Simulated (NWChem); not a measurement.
# One shape, several levels: doublet LiBr+

Wanted: a comparison of 4 runs (UHF/STO-3G, UHF/3-21G, UB3LYP/6-31G*) of doublet LiBr+. 

The calculation is run with NWChem 7.3.0.

## (1) The molecule

LiBr+ has 2 atoms, charge +1, and is taken as a doublet. SMILES of the parent species: `[Li][Br]`. The coordinates come from a PBE0-D4/def2-TZVP relaxation. That shape belongs to the parent species and isn't relaxed for this state.

Bond lengths: Li1–Br2 2.172 Å.

## (2) A single-point energy at UHF/STO-3G (run 1)

Contents of struct.nw:

```
start struct
title "BrLi energy"
memory 2200 mb
charge 1

geometry units angstrom noautosym nocenter noautoz
  Li      -0.910300       0.277700      -0.476100
  Br       0.939700      -0.337900       0.480100
end

basis "ao basis" spherical bse
  * library STO-3G
end

scf
  nopen 1
  uhf
  thresh 1e-08
  maxiter 80
end

task scf
```

Command:

```bash
$ nwchem struct.nw > struct.out
```

Log:

```text
[...]
  functions       =    23
[...]
  wavefunction    = UHF
[...]
         Total SCF energy =  -2551.842729774339
      One electron energy =  -3609.819155804844
      Two electron energy =   1032.389765199595
 Nuclear repulsion energy =     25.586660830910
                       Sz =      0.5000
                 Sz(Sz+1) =      0.7500
                      S^2 =      0.7513
[...]
```

Run time: 1.6 s. Hardware: 1 thread of AMD EPYC 7R43 (Zen 3), shared host; peak memory 0.096 GiB.

## (3) The energy at UHF/3-21G (run 2)

Contents of brli.nw:

```
START brli
TITLE "BrLi hf"
memory total 2200 mb
charge 1
GEOMETRY units angstroms noautosym nocenter noautoz
Li   -0.910300    0.277700   -0.476100
Br    0.939700   -0.337900    0.480100
END
BASIS spherical bse
Li library 3-21G
Br library 3-21G
END
SCF
doublet
uhf
thresh 1e-08
maxiter 80
noprint "final vectors analysis"
END
TASK scf energy
```

Command:

```bash
$ nwchem brli.nw > brli.out
```

Log:

```text
[...]
  functions       =    31
[...]
  wavefunction    = UHF
[...]
         Total SCF energy =  -2567.228605861000
      One electron energy =  -3621.413408461322
      Two electron energy =   1028.598141769411
 Nuclear repulsion energy =     25.586660830910
                       Sz =      0.5000
                 Sz(Sz+1) =      0.7500
                      S^2 =      0.7507
[...]
```

Wall time 1.8 s (1 thread of AMD EPYC 7R43 (Zen 3), shared host); peak memory 0.096 GiB.

## (4) The energy at UB3LYP/6-31G(d) (spherical functions) (run 3)

Contents of struct.nw:

```
start struct
title "BrLi energy"
memory stack 880 mb heap 220 mb global 1100 mb
charge 1

geometry noautosym nocenter noautoz
  Li    -0.910300     0.277700    -0.476100
  Br     0.939700    -0.337900     0.480100
end

basis "ao basis" spherical bse
  * library 6-31G*
end

dft
  xc b3lyp
  mult 2
  grid xfine
  convergence energy 1e-08
  iterations 100
  mulliken
end

task dft
```

Command:

```bash
$ nwchem struct.nw > struct.out
```

Log:

```text
[...]
          Wavefunction type:  spin polarized.
          No. of atoms     :     2
          No. of electrons :    37
[...]
          Charge           :     1
          Spin multiplicity:     2
[...]
          AO basis - number of functions:    46
[...]
              XC Information
              --------------
                         B3LYP Method XC Potential
                     Hartree-Fock (Exact) Exchange  0.200
                        Slater Exchange Functional  0.800 local
                    Becke 1988 Exchange Functional  0.720 non-local
              Lee-Yang-Parr Correlation Functional  0.810
                  VWN I RPA Correlation Functional  0.190 local
[...]
 d= 0,ls=0.0,diis     1  -2580.7184434541 -2.61D+03  2.85D-02  3.07D+00     1.3
[...]
 d= 0,ls=0.0,diis     8  -2581.1274348668 -1.55D-11  3.97D-08  5.71D-13     7.1
[...]
         Total DFT energy =    -2581.127434866821
      One electron energy =    -3632.444846787062
           Coulomb energy =     1118.753394766062
    Exchange-Corr. energy =      -93.022643676731
 Nuclear repulsion energy =       25.586660830910
[...]
      Total Density - Mulliken Population Analysis
     ---------------------------------------------
    Atom       Charge   Shell Charges
 -----------   ------   -------------------------------------------------------
    1 Li   3     2.40   2.00  0.16  0.25 -0.02 -0.04  0.05
    2 Br  35    34.60   2.00  2.00  6.00  2.00  5.99  1.70  3.69  0.23  0.98  6.95  2.92  0.14
[...]
      <S2> =      0.7516 (Exact =     0.7500)
[...]
```

Run time: 8.1 s. Hardware: 1 thread of AMD EPYC 7R43 (Zen 3), shared host; peak memory 0.11 GiB.

## (5) A single-point energy at UB3LYP/6-31G(d) (Cartesian functions) (run 4)

Contents of struct.nw:

```
start struct
title "BrLi energy"
memory stack 880 mb heap 220 mb global 1100 mb
charge 1
geometry units angstrom noautosym nocenter noautoz
  Li   -0.910300    0.277700   -0.476100
  Br    0.939700   -0.337900    0.480100
end
basis "ao basis"
  * library 6-31G*
end
dft
  xc b3lyp
  mult 2
  grid xfine
  convergence energy 1e-08
  iterations 100
  mulliken
end
task dft energy
```

Command:

```bash
$ nwchem struct.nw > struct.out
```

Log:

```text
[...]
          Wavefunction type:  spin polarized.
          No. of atoms     :     2
          No. of electrons :    37
[...]
          Charge           :     1
          Spin multiplicity:     2
[...]
          AO basis - number of functions:    50
[...]
              XC Information
              --------------
                         B3LYP Method XC Potential
                     Hartree-Fock (Exact) Exchange  0.200
                        Slater Exchange Functional  0.800 local
                    Becke 1988 Exchange Functional  0.720 non-local
              Lee-Yang-Parr Correlation Functional  0.810
                  VWN I RPA Correlation Functional  0.190 local
[...]
 d= 0,ls=0.0,diis     1  -2580.6785734258 -2.61D+03  2.97D-02  4.93D+00     1.4
[...]
 d= 0,ls=0.0,diis     8  -2581.1360472687 -2.10D-10  6.20D-08  1.02D-12     7.5
[...]
         Total DFT energy =    -2581.136047268714
      One electron energy =    -3632.367111628789
           Coulomb energy =     1118.627727360662
    Exchange-Corr. energy =      -92.983323831496
 Nuclear repulsion energy =       25.586660830910
[...]
      Total Density - Mulliken Population Analysis
     ---------------------------------------------
    Atom       Charge   Shell Charges
 -----------   ------   -------------------------------------------------------
    1 Li   3     2.39   2.00  0.21  0.25 -0.04 -0.04  0.02
    2 Br  35    34.61   2.00  1.99  6.00  1.93  5.99  1.69  3.69  0.29  0.98  7.02  2.95  0.10
[...]
      <S2> =      0.7516 (Exact =     0.7500)
[...]
```

It took 8.4 s on 1 thread of AMD EPYC 7R43 (Zen 3), shared host; peak memory 0.11 GiB.

## (6) All runs side by side

| run | level | iteration cap | module | energy (Eh) | HOMO energy (eV) | LUMO energy (eV) | ⟨S²⟩ | wall time |
| --- | --- | --- | --- | --- | --- | --- | --- | --- |
| 1 | UHF/STO-3G | 80 | scf | -2551.842730 | -16.48 | -5.90 | 0.751 | 1.6 s |
| 2 | UHF/3-21G | 80 | scf | -2567.228606 | – | – | 0.751 | 1.8 s |
| 3 | UB3LYP/6-31G* (spherical functions) | 100 | dft | -2581.127435 | -14.64 | -12.63 | 0.752 | 8.1 s |
| 4 | UB3LYP/6-31G* (Cartesian functions) | 100 | dft | -2581.136047 | -14.63 | -12.62 | 0.752 | 8.4 s |

## (7) Outcome

```
                                 quantity           value
                      run 4: total energy  -2581.13605 Eh
run 4: HOMO energy (highest over α and β)       -14.63 eV
 run 4: LUMO energy (lowest over α and β)       -12.62 eV
                              run 4: ⟨S²⟩           0.752
```

**Reading.** In run 1 the basis is minimal, so the values are rough. All runs together took 20 s, the longest 8.4 s.
